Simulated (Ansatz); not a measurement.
# CH₃CaO radical: geometry and frequencies at several levels

The task here is to estimate one member of a computed series from the others.

Program: Ansatz 0.2.0. Level of theory: the levels named in each step. These are calculated values, not measurements.

### The starting structure

Bond lengths: C1–O2 1.382 Å, O2–Ca3 1.839 Å, C1–H4 1.084 Å, C1–H5 1.099 Å, C1–H6 1.119 Å. Angles: C1–O2–Ca3 165.4°, O2–C1–H4 111.5°, O2–C1–H5 110.7°, O2–C1–H6 110.9°, H4–C1–H5 108.1°, H4–C1–H6 108.0°, H5–C1–H6 107.5°.

Coordinates:

```xyz
6

C    -1.9927   -0.6381   -0.0350
O    -0.7393   -0.0559   -0.0209
Ca    1.0698    0.2741    0.0218
H    -2.2034   -1.1480    0.8977
H    -2.7721    0.1210   -0.1928
H    -2.0774   -1.3841   -0.8647
```

The first run:

File input.yaml:

```yaml
crystal:
  periodic: [false, false, false]
  atoms:
    - { symbol: C, position_ang: [-1.99274, -0.63815, -0.03497] }
    - { symbol: O, position_ang: [-0.73929, -0.05595, -0.02093] }
    - { symbol: Ca, position_ang: [1.06977, 0.27408, 0.02179] }
    - { symbol: H, position_ang: [-2.20342, -1.14802, 0.89774] }
    - { symbol: H, position_ang: [-2.77212, 0.12102, -0.19283] }
    - { symbol: H, position_ang: [-2.07737, -1.38413, -0.86469] }
magnetization:
  spin_polarized: true
  initial_magnetization: 1
basis:
  gaussian: { orbitals: def2-SVP }
hamiltonian:
  xc: pbe
  dispersion: d4
relax:
  f_tol: 0.03
  max_steps: 200
```

On the command line:

```console
$ ansatz run input.yaml --threads 2 --pin off --max-ram 5120MiB --backend cpu --events-out ev --progress --plain --runs-dir out
```

Among the steps run: A rough first relaxation, PBE-D4/def2-SVP; Relaxation, PBE0-D4/def2-TZVPP; Frequencies, PBE0-D4/def2-TZVPP; Relaxation, PBE-D4/def2-TZVPP; Frequencies, PBE-D4/def2-TZVPP; Relaxation, r2SCAN-D4/def2-TZVPP; Frequencies, r2SCAN-D4/def2-TZVPP; Relaxation, B3LYP-D4/def2-TZVPP; Frequencies, B3LYP-D4/def2-TZVPP; Relaxation, B2PLYP/def2-TZVPP.

One of the session's tables, all rows but one given; the rest of the session is left out.

| level | C1–O2 (Å) | O2–Ca3 (Å) | dipole (D) | highest frequency (cm⁻¹) |
| --- | --- | --- | --- | --- |
| PBE0-D4/def2-TZVPP | 1.3806 | 1.9696 | 1.16 | 3013 |
| PBE-D4/def2-TZVPP | ? | ? | ? | ? |
| r2SCAN-D4/def2-TZVPP | 1.3899 | 1.9730 | 1.16 | 2991 |
| B3LYP-D4/def2-TZVPP | 1.3904 | 1.9800 | 1.45 | 2988 |
| B2PLYP/def2-TZVPP | 1.3924 | 1.9924 | 1.48 | - |

Estimate the missing values for PBE-D4/def2-TZVPP.

The run gave: C1–O2 (Å): 1.3958; O2–Ca3 (Å): 1.9712; dipole (D): 1.07; highest frequency (cm⁻¹): 2930. In the column «C1–O2 (Å)» it is the highest.
